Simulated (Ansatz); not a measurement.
# BF2H4NSe: the cost of one run

Program: Ansatz 0.2.0. Level of theory: RKS B3LYP-D4/def2-SVP. These are calculated values, not measurements.

## 1. The system as given

Bond lengths: B1–N2 1.803 Å, B1–F3 1.319 Å, B1–F4 1.315 Å, B1–Se6 2.383 Å, N2–H7 1.008 Å, N2–H8 1.008 Å, Se6–H9 1.437 Å. Angles: B1–N2–H7 113.4°, B1–N2–H8 114.6°, H7–N2–H8 112.2°, N2–B1–F3 110.4°, N2–B1–F4 111.0°, N2–B1–Se6 88.0°, F3–B1–F4 119.8°, F3–B1–Se6 110.8°, F4–B1–Se6 112.3°, B1–Se6–H9 93.4°.

As a file:

```xyz
9

B    -0.4309    0.4911   -0.6945
N     1.1191   -0.1725   -0.0559
F    -0.9825   -0.3585   -1.5391
F    -0.2981    1.7554   -1.0322
H     0.5267   -0.3444    1.1283
Se   -1.3478    0.2303    1.4891
H     1.8594    0.5108   -0.0135
H     1.4187   -1.0313   -0.4913
H    -1.8645   -1.0809    1.2091
```

## 2. Pulling towards end A

Springs on the bonds that form and break draw the guess towards this end; the thresholds are loose.

Contents of input.yaml:

```yaml
crystal:
  periodic: [false, false, false]
  atoms:
    - { symbol: B, position_ang: [-0.4309, 0.4911, -0.6945] }
    - { symbol: "N", position_ang: [1.1191, -0.1725, -0.0559] }
    - { symbol: F, position_ang: [-0.9825, -0.3585, -1.5391] }
    - { symbol: F, position_ang: [-0.2981, 1.7554, -1.0322] }
    - { symbol: H, position_ang: [0.5267, -0.3444, 1.1283] }
    - { symbol: Se, position_ang: [-1.3478, 0.2303, 1.4891] }
    - { symbol: H, position_ang: [1.8594, 0.5108, -0.0135] }
    - { symbol: H, position_ang: [1.4187, -1.0313, -0.4913] }
    - { symbol: H, position_ang: [-1.8645, -1.0809, 1.2091] }
basis:
  gaussian: { orbitals: def2-SVP }
hamiltonian:
  xc: b3lyp
  dispersion: d4
relax:
  f_tol: 0.15
  max_steps: 25
  restrain:
    - { distance: [0, 5], at: 3.34, k: 30.0 }
    - { distance: [4, 1], at: 2.32, k: 30.0 }
    - { distance: [0, 1], at: 1.55, k: 30.0 }
    - { distance: [4, 5], at: 1.51, k: 30.0 }
output:
  orbitals: {}
```

Launch:

```console
$ ansatz run input.yaml --threads 2 --pin off --max-ram 3072MiB --backend cpu --events-out ev --progress --plain --runs-dir out
```

What time and memory should one allow on 2 threads of Intel Xeon 6975P-C (Granite Rapids), shared host?

About 15 s, with a peak of 0.27 GiB.
